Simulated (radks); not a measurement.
# Ionisation of Pt: one atom, several choices of relativity

An exercise on one series of results from a longer session: the logs are not shown, and one member is left open.

Program: radks (a radial shooting solver on a logarithmic mesh, Libxc functionals) version 1. Level of theory: Kohn-Sham, BLYP, spin-unpolarised, spherical densities. These are calculated values, not measurements, unless marked.

**What is computed**

```
element       : platinum (Z = 78)
charge        : 0
electrons     : 78
configuration : [Xe] 4f14 5d9 6s1
ion           : Pt⁺, [Xe] 4f14 5d9
choices       : non-relativistic; scalar-relativistic; Dirac, 2j+1 shares; Dirac, low j first; scalar-relativistic, finite nucleus; Dirac, 2j+1 shares, finite nucleus; Dirac, c × 0.85; Dirac, c × 1.25; Dirac, c × 1.5
```

Set-up of the first run:

The run's settings:

```text
Z 78
configuration [Xe] 4f14 5d9 6s1 6p0 7s0
relativity non-relativistic
functional b88,lyp
spin unpolarised
nucleus point
```

Among the steps run: non-relativistic: Pt.

One table of the session follows, with a row left open; its other results are not shown here.

It belongs to the step «non-relativistic: Pt». Sizes of the orbitals, from the radial functions (bohr):

```
level     <r>  outermost maximum (interpolated)  90 % within  nodes
   4p  0.4612                             0.428        0.668      2
   4d       ?                                 ?            ?      ?
   4f  0.5034                             0.379        0.808      0
   5s   1.053                             0.956         1.51      4
   5p   1.151                              1.02         1.67      3
   5d   1.658                              1.25         2.63      2
   6s   3.424                              2.75         5.20      5
   6p   5.393                              3.95         8.68      4
```

Estimate the missing values for 4d.

As computed: <r>: 0.4707; outermost maximum (interpolated): 0.421; 90 % within: 0.701; nodes: 1. In the column «<r>» it lies between 4p (0.4612) and 4f (0.5034).

To keep in mind: Spin polarisation and multiplet splitting of open shells are left out at every level.
